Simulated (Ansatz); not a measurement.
# CH3BrGaO (SMILES C[O][Ga][Br]) at 4 levels

Aim: a comparison of 4 runs (UHF/aug-pcseg-1, UPBE/STO-3G, UB3LYP/6-31G*, UPBE0/def2-SVP) of CH3BrGaO. 

The results are computed with Ansatz 0.2.0.

1 further run of the same task is left out (it didn't finish).

## 1. The molecule

CH3BrGaO: 7 atoms, total charge 0, spin state doublet. As SMILES, `C[O][Ga][Br]`. The coordinates come from a PBE0-D4/def2-TZVP relaxation. This is one conformer, not always the lowest.

Bond lengths: C1–O2 1.406 Å, O2–Ga3 1.793 Å, Ga3–Br4 2.317 Å, C1–H5 1.094 Å, C1–H6 1.096 Å, C1–H7 1.096 Å. Angles: C1–O2–Ga3 127.1°, O2–Ga3–Br4 114.5°, O2–C1–H5 107.8°, O2–C1–H6 112.0°, O2–C1–H7 112.7°, H5–C1–H6 108.0°, H5–C1–H7 107.8°, H6–C1–H7 108.4°.

## 2. The energy at UHF/aug-pcseg-1 (run 1)

File in.yaml:

```yaml
crystal:
  periodic: [false, false, false]
  atoms:
    - symbol: C
      position_ang: [0.604300, 0.903300, 0.257500]
    - symbol: O
      position_ang: [-0.372800, 0.048800, -0.281900]
    - symbol: Ga
      position_ang: [-0.508500, -1.724200, -0.048700]
    - symbol: Br
      position_ang: [-2.321600, -2.698800, -1.113000]
    - symbol: H
      position_ang: [0.495600, 1.880300, -0.222000]
    - symbol: H
      position_ang: [0.478300, 1.040800, 1.337100]
    - symbol: H
      position_ang: [1.624600, 0.549900, 0.071100]
basis:
  gaussian:
    orbitals: aug-pcseg-1.json
total_charge: 0
magnetization:
  spin_polarized: true
  initial_magnetization: 1
hamiltonian:
  xc: hf
output: {orbitals: {seedname: orbitals}}
```

The basis set aug-pcseg-1 is read from a file made from the Basis Set Exchange's data (not shown).

On the command line:

```sh
$ ansatz run in.yaml --threads 1 --pin off --max-ram 2610MiB --events-out events.jsonl --progress --plain --runs-dir runs
```

Standard output:

```text
Warning: RAYON_NUM_THREADS=1 ignored (pool sized by the plan → 1); use --threads N
Functional definition: HF
  name "HF"
  exchange = exact_x
  correlation = 0
1394 factors; integrals over basis functions are off by at most 1.3e-3 eV
mean field evaluation 1: about -125429.3428 eV, gradient 2.7e1 eV
mean field evaluation 2: about -125429.3552 eV, gradient 2.8e1 eV
mean field evaluation 4: about -125433.1857 eV, gradient 3.2e0 eV
mean field evaluation 8: about -125433.3351 eV, gradient 2.1e-1 eV
mean field evaluation 16: about -125424.2789 eV, gradient 4.9e0 eV
mean field -125433.33671249 eV, -4609.5901024145 hartree, gradient 1.9e-5 eV, S^2 0.758468; 0 other end points of the search recorded, 0 dependent functions left out
reference -125433.33671249 eV, -4609.5901024145 hartree; 42, 41 occupied and 103, 104 virtual orbitals, 1394 factors
Total energy: -125433.33671249 eV, -4609.5901024145 hartree
```

It took 15 s on 1 thread of Arm Neoverse V1, shared host; peak memory 0.51 GiB.

## 3. Energy and forces at UPBE/STO-3G (run 2)

File input.yaml:

```yaml
crystal:
  periodic: [false, false, false]
  atoms:
    - {symbol: C, position_ang: [0.604300, 0.903300, 0.257500]}
    - {symbol: O, position_ang: [-0.372800, 0.048800, -0.281900]}
    - {symbol: Ga, position_ang: [-0.508500, -1.724200, -0.048700]}
    - {symbol: Br, position_ang: [-2.321600, -2.698800, -1.113000]}
    - {symbol: H, position_ang: [0.495600, 1.880300, -0.222000]}
    - {symbol: H, position_ang: [0.478300, 1.040800, 1.337100]}
    - {symbol: H, position_ang: [1.624600, 0.549900, 0.071100]}
basis:
  gaussian: {orbitals: STO-3G}
magnetization: {spin_polarized: true, initial_magnetization: 1}
hamiltonian: {xc: {name: PBE}}
accuracy: high
output: {forces: true, orbitals: {seedname: orbitals}}
```

On the command line:

```sh
$ ansatz run input.yaml --threads 1 --pin off --max-ram 2610MiB --events-out events.jsonl --progress --plain --runs-dir runs
```

Standard output:

```text
Warning: RAYON_NUM_THREADS=1 ignored (pool sized by the plan → 1); use --threads N
Functional definition: PBE
  name "PBE"
  parameter kappa = 0.804
  parameter beta = 0.06672455060314922
  exchange = pbe_x(kappa = kappa, mu = beta*pi^2/3)
  correlation = pbe_c(beta = beta)
747 factors; integrals over basis functions are off by at most 3.8e-8 eV
mean field evaluation 1: about -122979.3737 eV, gradient 1.6e2 eV
mean field evaluation 2: about -123784.5502 eV, gradient 9.7e1 eV
mean field evaluation 4: about -124081.7870 eV, gradient 5.0e1 eV
mean field evaluation 8: about -123888.4740 eV, gradient 1.6e2 eV
mean field evaluation 16: about -124111.3615 eV, gradient 5.9e-5 eV
mean field evaluation 32: about -124084.4872 eV, gradient 3.1e1 eV
mean field evaluation 64: about -124109.8763 eV, gradient 7.6e0 eV
mean field -124111.36150559 eV, -4561.0084096283 hartree, gradient 2.1e-8 eV, S^2 0.754040; 8 other end points of the search recorded, 0 dependent functions left out
the calculation of the forces begins
reference -124111.36150794 eV, -4561.0084097145 hartree; 42, 41 occupied and 7, 8 virtual orbitals, 747 factors
Total energy: -124111.36150794 eV, -4561.0084097145 hartree
Atom 0 at     0.604300     0.903300     0.257500 Å, force     0.977821     0.562169     0.476381 eV/Å
Atom 1 at    -0.372800     0.048800    -0.281900 Å, force    -2.541520    -5.005251    -0.807847 eV/Å
Atom 2 at    -0.508500    -1.724200    -0.048700 Å, force     0.028971     2.752649    -0.503353 eV/Å
Atom 3 at    -2.321600    -2.698800    -1.113000 Å, force     0.778631     0.863988     0.378354 eV/Å
Atom 4 at     0.495600     1.880300    -0.222000 Å, force    -0.037485     0.905432    -0.361133 eV/Å
Atom 5 at     0.478300     1.040800     1.337100 Å, force    -0.030287     0.140952     0.863026 eV/Å
Atom 6 at     1.624600     0.549900     0.071100 Å, force     0.823868    -0.219939    -0.045427 eV/Å
Dipole moment:     0.166256     0.477641     0.033849 e Å
```

Wall time 15 s (1 thread of Arm Neoverse V1, shared host); peak memory 0.19 GiB.

## 4. Energy and forces at UB3LYP/6-31G(d) (Cartesian functions) (run 3)

File job.yaml:

```yaml
basis:
  gaussian:
    orbitals: "6-31G*"
crystal:
  periodic: [false, false, false]
  atoms:
    - {symbol: C, position_ang: [0.604300, 0.903300, 0.257500]}
    - {symbol: O, position_ang: [-0.372800, 0.048800, -0.281900]}
    - {symbol: Ga, position_ang: [-0.508500, -1.724200, -0.048700]}
    - {symbol: Br, position_ang: [-2.321600, -2.698800, -1.113000]}
    - {symbol: H, position_ang: [0.495600, 1.880300, -0.222000]}
    - {symbol: H, position_ang: [0.478300, 1.040800, 1.337100]}
    - {symbol: H, position_ang: [1.624600, 0.549900, 0.071100]}
magnetization:
  spin_polarized: true
  initial_magnetization: 1
accuracy: high
output: {forces: true, orbitals: {seedname: orbitals}}
hamiltonian:
  xc: {name: B3LYP}
```

On the command line:

```sh
$ ansatz run job.yaml --threads 1 --pin off --max-ram 2610MiB --events-out events.jsonl --progress --plain --runs-dir runs
```

Standard output:

```text
Warning: RAYON_NUM_THREADS=1 ignored (pool sized by the plan → 1); use --threads N
Functional definition: B3LYP
  name "B3LYP"
  parameter a0 = 0.2
  parameter ax = 0.72
  parameter ac = 0.81
  exchange = (1 - a0 - ax)*slater_x + ax*b88_x + a0*exact_x
  correlation = (1 - ac)*vwn_rpa_c + ac*lyp_c
2041 factors; integrals over basis functions are off by at most 7.4e-9 eV
mean field evaluation 1: about -125538.5575 eV, gradient 3.9e1 eV
mean field evaluation 2: about -125473.8838 eV, gradient 1.2e2 eV
mean field evaluation 4: about -125544.4771 eV, gradient 9.6e0 eV
mean field evaluation 8: about -125544.8723 eV, gradient 8.8e-1 eV
mean field evaluation 16: about -125544.8765 eV, gradient 1.7e-3 eV
mean field -125544.87645517 eV, -4613.6891123540 hartree, gradient 5.5e-8 eV, S^2 0.753113; 0 other end points of the search recorded, 0 dependent functions left out
the calculation of the forces begins
reference -125544.87649242 eV, -4613.6891137227 hartree; 42, 41 occupied and 64, 65 virtual orbitals, 2041 factors
Total energy: -125544.87649242 eV, -4613.6891137227 hartree
Atom 0 at     0.604300     0.903300     0.257500 Å, force     0.251161     0.194262     0.157069 eV/Å
Atom 1 at    -0.372800     0.048800    -0.281900 Å, force    -0.245131     0.283499    -0.235441 eV/Å
Atom 2 at    -0.508500    -1.724200    -0.048700 Å, force     0.341830    -0.331636     0.296779 eV/Å
Atom 3 at    -2.321600    -2.698800    -1.113000 Å, force    -0.406878    -0.227967    -0.237536 eV/Å
Atom 4 at     0.495600     1.880300    -0.222000 Å, force    -0.020258     0.084803    -0.052458 eV/Å
Atom 5 at     0.478300     1.040800     1.337100 Å, force    -0.016561     0.022527     0.099793 eV/Å
Atom 6 at     1.624600     0.549900     0.071100 Å, force     0.095837    -0.025489    -0.028205 eV/Å
Dipole moment:     0.498431     0.187648     0.311451 e Å
```

Wall time 33 s (1 thread of Arm Neoverse V1, shared host); peak memory 0.63 GiB.

## 5. Energy and forces at UPBE0/def2-SVP (run 4)

File in.yaml:

```yaml
crystal:
  periodic: [false, false, false]
  atoms:
    - {symbol: C, position_ang: [0.604300, 0.903300, 0.257500]}
    - {symbol: O, position_ang: [-0.372800, 0.048800, -0.281900]}
    - {symbol: Ga, position_ang: [-0.508500, -1.724200, -0.048700]}
    - {symbol: Br, position_ang: [-2.321600, -2.698800, -1.113000]}
    - {symbol: H, position_ang: [0.495600, 1.880300, -0.222000]}
    - {symbol: H, position_ang: [0.478300, 1.040800, 1.337100]}
    - {symbol: H, position_ang: [1.624600, 0.549900, 0.071100]}
basis:
  gaussian: {orbitals: def2-SVP}
magnetization: {spin_polarized: true, initial_magnetization: 1}
hamiltonian: {xc: pbe0}
accuracy: high
output: {forces: true, orbitals: {seedname: orbitals}}
```

On the command line:

```sh
$ ansatz run in.yaml --threads 1 --pin off --max-ram 2610MiB --events-out events.jsonl --progress --plain --runs-dir runs
```

Standard output:

```text
Warning: RAYON_NUM_THREADS=1 ignored (pool sized by the plan → 1); use --threads N
Functional definition: PBE0
  name "PBE0"
  parameter a = 0.25
[... 2 set-up lines as earlier in the session ...]
  exchange = (1 - a)*pbe_x(kappa = kappa, mu = beta*pi^2/3) + a*exact_x
[... 1 set-up line as earlier in the session ...]
2175 factors; integrals over basis functions are off by at most 1.2e-8 eV
mean field evaluation 1: about -125516.6660 eV, gradient 3.6e1 eV
mean field evaluation 2: about -125473.7889 eV, gradient 1.0e2 eV
mean field evaluation 4: about -125522.0079 eV, gradient 6.8e0 eV
mean field evaluation 8: about -125522.3215 eV, gradient 4.5e-1 eV
mean field evaluation 16: about -125522.3225 eV, gradient 1.4e-3 eV
mean field -125522.32249188 eV, -4612.8602694904 hartree, gradient 9.4e-8 eV, S^2 0.753785; 0 other end points of the search recorded, 0 dependent functions left out
the calculation of the forces begins
reference -125522.32249446 eV, -4612.8602695854 hartree; 42, 41 occupied and 65, 66 virtual orbitals, 2175 factors
Total energy: -125522.32249446 eV, -4612.8602695854 hartree
Atom 0 at     0.604300     0.903300     0.257500 Å, force    -0.398847    -0.317169    -0.226948 eV/Å
Atom 1 at    -0.372800     0.048800    -0.281900 Å, force     0.151319     0.120766     0.084122 eV/Å
Atom 2 at    -0.508500    -1.724200    -0.048700 Å, force    -0.009481    -0.067674     0.006182 eV/Å
Atom 3 at    -2.321600    -2.698800    -1.113000 Å, force    -0.040641    -0.030201    -0.022544 eV/Å
Atom 4 at     0.495600     1.880300    -0.222000 Å, force     0.006888     0.285029    -0.101637 eV/Å
Atom 5 at     0.478300     1.040800     1.337100 Å, force    -0.006248     0.070852     0.298775 eV/Å
Atom 6 at     1.624600     0.549900     0.071100 Å, force     0.297010    -0.061603    -0.037950 eV/Å
Dipole moment:     0.481652     0.137544     0.310600 e Å
```

Wall time 33 s (1 thread of Arm Neoverse V1, shared host); peak memory 0.65 GiB.

## 6. The series

| run | level | task | accuracy | energy (Eh) | HOMO energy (eV) | LUMO energy (eV) | ⟨S²⟩ | wall time |
| --- | --- | --- | --- | --- | --- | --- | --- | --- |
| 1 | UHF/aug-pcseg-1 | energy | medium | -4609.590102 | -9.39 | -0.37 | 0.758 | 15 s |
| 2 | UPBE/STO-3G | gradient | high | -4561.008410 | -1.17 | – | 0.754 | 15 s |
| 3 | UB3LYP/6-31G* (Cartesian functions) | gradient | high | -4613.689114 | -6.26 | -3.97 | 0.753 | 33 s |
| 4 | UPBE0/def2-SVP | gradient | high | -4612.860270 | -6.49 | -3.54 | 0.754 | 33 s |

## 7. Summary of results

| quantity | value |
| --- | --- |
| run 4: total energy | -4612.86027 Eh |
| run 4: dipole moment | 2.83 D |
| run 4: HOMO energy (highest over α and β) | -6.49 eV |
| run 4: LUMO energy (lowest over α and β) | -3.54 eV |
| run 4: ⟨S²⟩ | 0.754 |
| run 4: largest force on an atom | 0.558 eV/Å |

Over runs 2, 3, 4 the dipole moment (its size) runs from 2.43 D (UPBE/STO-3G) to 2.96 D (UB3LYP/6-31G*). The two ends differ in method and basis. Totals of different functionals can't be ranked against each other. In run 2 the basis is minimal, so the values are rough. All runs together took 96 s, the longest 33 s.
